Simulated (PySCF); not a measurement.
# [La(NH3)6]3+: other functionals and bases at one geometry

An exercise on one series of results from a longer session: the logs are not shown, and one member is left open.

Method: several levels, as the steps say, no spin–orbit coupling; program: PySCF 2.14.0.

4 further runs of the same task are left out: 2 for a known fault of the program, 2 that didn't finish. Runs told in other sessions of the task aren't counted.

### The starting structure

25 atoms, charge 3, spin multiplicity 1.

Bond lengths: La1–N2 2.711 Å, La1–N6 2.711 Å, La1–N10 2.711 Å, La1–N14 2.711 Å, La1–N18 2.711 Å, La1–N22 2.711 Å, N2–H3 1.030 Å, N2–H4 1.030 Å, N2–H5 1.030 Å, N6–H7 1.030 Å, N6–H8 1.030 Å, N6–H9 1.030 Å, N10–H11 1.030 Å, N10–H12 1.030 Å, N10–H13 1.030 Å, N14–H15 1.030 Å, N14–H16 1.030 Å, N14–H17 1.030 Å and more. Angles: N2–La1–N6 180.0°, N2–La1–N10 89.9°, N2–La1–N14 89.7°, N2–La1–N18 90.1°, N2–La1–N22 90.3°, N6–La1–N10 90.1°, N6–La1–N14 90.3°, N6–La1–N18 89.9°, N6–La1–N22 89.7°, N10–La1–N14 90.0°, N10–La1–N18 180.0°, N10–La1–N22 90.0°, N14–La1–N18 90.0°, N14–La1–N22 180.0°, N18–La1–N22 90.0°, La1–N2–H3 115.7°, La1–N2–H4 115.8°, La1–N2–H5 115.7° and more.

As a file:

```xyz
25

La    0.00000    0.00000    0.00000
N     0.00462    0.00700    2.71119
H     0.80926    0.47281    3.15533
H    -0.79847    0.47156    3.15934
H     0.00654   -0.92003    3.16093
N    -0.00462   -0.00700   -2.71119
H     0.79847   -0.47156   -3.15934
H    -0.80926   -0.47281   -3.15533
H    -0.00654    0.92003   -3.16093
N     2.71077   -0.00116    0.00202
H     3.15729   -0.46440    0.80688
H     3.16060   -0.46395   -0.80112
H     3.15586    0.92817    0.00231
N     0.00121    2.71077    0.00590
H     0.45301    3.15505    0.81846
H     0.47539    3.16276   -0.78941
H    -0.92807    3.15588   -0.00464
N    -2.71077    0.00116   -0.00202
H    -3.16060    0.46395    0.80112
H    -3.15729    0.46440   -0.80688
H    -3.15586   -0.92817   -0.00231
N    -0.00121   -2.71077   -0.00590
H    -0.47539   -3.16276    0.78941
H    -0.45301   -3.15505   -0.81846
H     0.92807   -3.15588    0.00464
```

Formal oxidation states: La +3. An earlier session relaxed this geometry at r2SCAN, La def2-SVP with ECP46, N def2-SVP, H def2-SVP (singlet, point group Ci).

At r2SCAN on the finer grid: E = -369.746513 Eh, HOMO -19.45 eV, LUMO -13.31 eV, Mulliken charge on La1 +1.49 e, largest force component 0.021 eV/Å. 

Levels to run: TPSS; B3LYP; revPBE; PBE0; r2SCAN, TZVP. Hardware: 4 threads of Arm Neoverse V2, shared host.

The first run:

The input, run.py (the lines that set the calculation):

```python
mol = gto.M(atom='''
La     0.00000     0.00000     0.00000
N      0.00462     0.00700     2.71119
H      0.80926     0.47281     3.15533
H     -0.79847     0.47156     3.15934
H      0.00654    -0.92003     3.16093
N     -0.00462    -0.00700    -2.71119
H      0.79847    -0.47156    -3.15934
H     -0.80926    -0.47281    -3.15533
H     -0.00654     0.92003    -3.16093
N      2.71077    -0.00116     0.00202
H      3.15729    -0.46440     0.80688
H      3.16060    -0.46395    -0.80112
H      3.15586     0.92817     0.00231
N      0.00121     2.71077     0.00590
H      0.45301     3.15505     0.81846
H      0.47539     3.16276    -0.78941
H     -0.92807     3.15588    -0.00464
N     -2.71077     0.00116    -0.00202
H     -3.16060     0.46395     0.80112
H     -3.15729     0.46440    -0.80688
H     -3.15586    -0.92817    -0.00231
N     -0.00121    -2.71077    -0.00590
H     -0.47539    -3.16276     0.78941
H     -0.45301    -3.15505    -0.81846
H      0.92807    -3.15588     0.00464''',
    basis={'La': 'def2-SVP', 'N': 'def2-SVP', 'H': 'def2-SVP'},
    ecp={'La': 'def2-SVP'},
    charge=3, spin=0)
mf = dft.RKS(mol, xc='TPSS')
mf.grids.atom_grid = (75, 302)  # f atoms: unpruned, at least (60, 302)
mf = mf.density_fit()  # fitting sets: La def2-universal-JKFIT, N def2-universal-JKFIT, H def2-universal-JKFIT
mf.conv_tol = 1e-08; mf.max_cycle = 55
mf.kernel(dm0)  # dm0: the density of the relaxed state
```

Command:

```bash
$ OMP_NUM_THREADS=4 python run.py
```

Steps of the session up to this table: TPSS; B3LYP; revPBE; PBE0; r2SCAN, TZVP.

One table of the session follows, with a row left open; its other results are not shown here.

```
                level  HOMO (eV)  gap (eV)  charge on La1 (e)  largest force component (eV/Å)
r2SCAN (relaxed here)     -19.45      6.13               1.49                            0.02
                 TPSS     -19.22      5.88               1.43                            0.22
                B3LYP     -20.37      7.45               1.45                            0.09
               revPBE     -19.04      5.61               1.38                            0.29
                 PBE0     -20.66      7.98               1.50                            0.10
         r2SCAN, TZVP          ?         ?                  ?                               ?
```

**Question.** Estimate the row for r2SCAN, TZVP.

The run gave: HOMO (eV): -19.53; gap (eV): 6.17; charge on La1 (e): 1.96; largest force component (eV/Å): 0.42. In the column «HOMO (eV)» it lies between B3LYP (-20.37) and r2SCAN (relaxed here) (-19.45).

In one basis the HOMO–LUMO gap runs from 5.61 eV (revPBE) to 7.98 eV (PBE0). The largest leftover force, 0.42 eV/Å with r2SCAN, TZVP, stands at a geometry relaxed at another level. Total energies of different levels can't be compared.
